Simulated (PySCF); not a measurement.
# C3H4I: the cost of one run

Computed with PySCF 2.14.0 and routines of our own; the level stands in each step. Atoms count from 0.

1 further run of the same task is left out (for a known fault of the program).

## 1. The system as given

8 atoms, charge 0, multiplicity 2; geometry from: GFN2-xTB.

## 2. Relaxing the molecule at PBE0-D3(BJ)/def2-SVP

What the job is given:

```
{"job": {"xc": "PBE0", "basis": "def2-SVP", "d3": "d3bj", "grid": 1, "maxiter": 30, "shake": 0.01, "kind": "geom"}, "charge": 0, "multiplicity": 2}
C     -1.264390    -0.361180     0.152970
C     -0.116370     0.040720    -0.435250
C      1.040500     0.209400     0.264750
I      2.878560     0.796410    -0.626520
H     -2.182990    -0.462340    -0.441940
H     -1.353050    -0.521930     1.203120
H     -0.083600     0.224210    -1.499560
H      1.136490     0.055570     1.329970
```

Run with:

```sh
$ OMP_NUM_THREADS=1 python heavy_run.py task.json out
```

One launch serves the whole session: the jobs run in the order shown.

Q: Estimate the wall time and peak memory of this first job on 1 thread of Arm Neoverse N1, shared host.

About 65 s, with a peak of 0.37 GiB.
